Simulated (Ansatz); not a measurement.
**Ti: energy and pressure over a range of volumes**

An exercise on one series of results from a longer session: the logs are not shown, and one member is left open.

Computed with Ansatz 0.2.0 (DFT PBEsol, scalar-relativistic, unless a step's input says otherwise).

## Starting point

It takes space group P6_3/mmc (No. 194, hexagonal). The conventional cell has a = 2.950 Å, b = 2.950 Å, c = 4.686 Å, α = 90.00°, β = 90.00°, γ = 120.00°. Around Ti (site symmetry -6m2) lie 12 Ti at 2.90 to 2.95 Å.

Structure file:

```xyz
2
Lattice="2.9500 0.0000 0.0000 -1.4750 2.5548 0.0000 0.0000 0.0000 4.6860" Properties=species:S:1:pos:R:3 pbc="T T T"
Ti    0.0000    1.7032    1.1715
Ti    1.4750    0.8516    3.5145
```

Atoms are numbered in the order of the input: Ti1, Ti2.

The first run:

File input.yaml:

```yaml
crystal:
  lattice:
    - [2.910128137, 0.0, 0.0]
    - [-1.4550640685, 2.5202448949, 0.0]
    - [0.0, 0.0, 4.6226679121]
  atoms:
    - { symbol: Ti, position: [0.3333333333, 0.6666666667, 0.25] }
    - { symbol: Ti, position: [0.6666666667, 0.3333333333, 0.75] }
kpoints:
  mp_grid: { grid: [13, 13, 7] }
  band_path:
    path:
      - [0.0, 0.0, 0.0]
      - [0.5, 0.0, 0.0]
      - [0.3333333333, 0.3333333333, 0.0]
      - [0.0, 0.0, 0.0]
      - [0.0, 0.0, 0.5]
      - [0.5, 0.0, 0.5]
      - [0.3333333333, 0.3333333333, 0.5]
      - [0.0, 0.0, 0.5]
      - [0.5, 0.0, 0.5]
    npoints: 5
scf:
  occupations: { method: fermi_dirac, width: 0.08 }
hamiltonian:
  xc: pbesol
  pseudopotentials: { kind: all_electron, lapw: { basis_error: 0.0005 } }
output:
  forces: true
  stress: true
  eigenvalues: true
```

Command:

```sh
ansatz run input.yaml --threads 1 --pin off --max-ram 3072MiB --backend cpu --events-out ev --progress --plain --runs-dir out
```

Among the steps run: Volume × 0.96, LAPW; Volume × 0.96, PAW; Volume × 0.96, crystal datasets; Volume × 0.99, LAPW; Volume × 0.99, PAW; Volume × 0.99, crystal datasets; Volume × 1.02, LAPW; Volume × 1.02, PAW; Volume × 1.02, crystal datasets; Volume × 1.06, LAPW; Volume × 1.06, PAW; Volume × 1.06, crystal datasets.

One of the session's tables, all rows but one given; the rest of the session is left out.

It belongs to the step «The equation of state». 

| method | volume (Å³/atom) | pressure (GPa) |
| --- | --- | --- |
| LAPW | 16.952 | -1.50 |
| LAPW | 17.482 | -4.81 |
| LAPW | 18.011 | -7.67 |
| LAPW | 18.718 | -10.90 |
| PAW | 16.952 | -1.50 |
| PAW | 17.482 | -4.80 |
| PAW | 18.011 | ? |
| PAW | 18.718 | -10.88 |
| crystal datasets | 16.952 | -1.50 |
| crystal datasets | 17.482 | -4.81 |
| crystal datasets | 18.011 | -7.67 |
| crystal datasets | 18.718 | -10.90 |

**Question.** Estimate the row for PAW, 18.011.

The run gave: pressure (GPa): -7.66. In the column «pressure (GPa)» it lies between crystal datasets, 18.011 (-7.67) and LAPW, 17.482 (-4.81).

To keep in mind: Warnings in the runs' records: crystal datasets made.
